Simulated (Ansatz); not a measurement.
## Scaling over threads: HF, C26H16 (acene series)

Program: Ansatz 0.2.0. No other job shared the machine, and each run was timed once from launch to exit. Hardware: an Arm Neoverse N1 node (56 of its 64 cores, memory capped at 64 GiB). Times and memory are rounded to two significant figures, and ratios are formed from the unrounded values. A row is a single run, so small differences between rows aren't established. Precision is the program's default, which can work at lower precision in parts of a run. Ansatz fits or factors the two-electron integrals of a Gaussian basis by default. It has two schemes, and a run can build a set of factors by either or by both: the log gives each set's size, with a bound on the integrals' error for one scheme and none for the other.

Commands are shown without the flags for output files and display.

```
atoms                                                                   : 42
electrons                                                               : 172
basis                                                                   : sto-3g
basis functions                                                         : 146
integral factors (in one run; the count can differ a little by machine) : 2110 (error up to 5.0e-5 eV)
```

Input:

```yaml
crystal:
  periodic: [false, false, false]
  atoms:
    - { symbol: C, position_ang: [0.0000, 0.7050, 0.0000] }
    - { symbol: H, position_ang: [-0.9439, 1.2500, 0.0000] }
    - { symbol: C, position_ang: [0.0000, -0.7050, 0.0000] }
    # ... 38 more atoms, left out here ...
    - { symbol: H, position_ang: [15.5971, -1.2500, 0.0000] }
basis:
  gaussian: { orbitals: sto-3g }
hamiltonian: { xc: hf }
```

Commands:

```bash
taskset -c 8-63 ansatz run input.yaml --threads 1 --backend cpu --max-ram 64GiB
taskset -c 8-63 ansatz run input.yaml --threads 8 --backend cpu --max-ram 64GiB
taskset -c 8-63 ansatz run input.yaml --threads 56 --backend cpu --max-ram 64GiB
```

```
threads  wall time  speed-up  efficiency  stage clocks  outside them  CPU time  SCF iterations  peak memory (GiB)  workers pinned          remarks
      1       31 s       1.0       100 %          30 s       0.086 s      30 s              10               0.60              no                 
      8      4.3 s       7.1        89 %         4.2 s       0.065 s      32 s              10               0.73              no  workers unbound
```

The stage clocks are the program's own; these runs have one, the mean-field stage. The mean-field stage is one clock over all work up to the reference state: integrals, SCF. Outside lie the rest of start-up and exit.

SCF iterations count the mean-field evaluations that the program logged over all starts and steps, those after a first convergence included.

«workers unbound»: the program didn't bind its workers to cores in this run.

Speed-up and efficiency count from the run on 1 thread. Those of runs under 2 s are rough. What limits the scaling wasn't traced.

The workers were bound to cores in some of these runs and not in others, so the runs aren't quite one series.

Q: What is the wall time on 56 threads?

A: It took 1.4 s, a speed-up of 22 and an efficiency of 39 %, with 50 s of CPU time. Its workers were bound to cores, unlike those of the run on 1 thread.
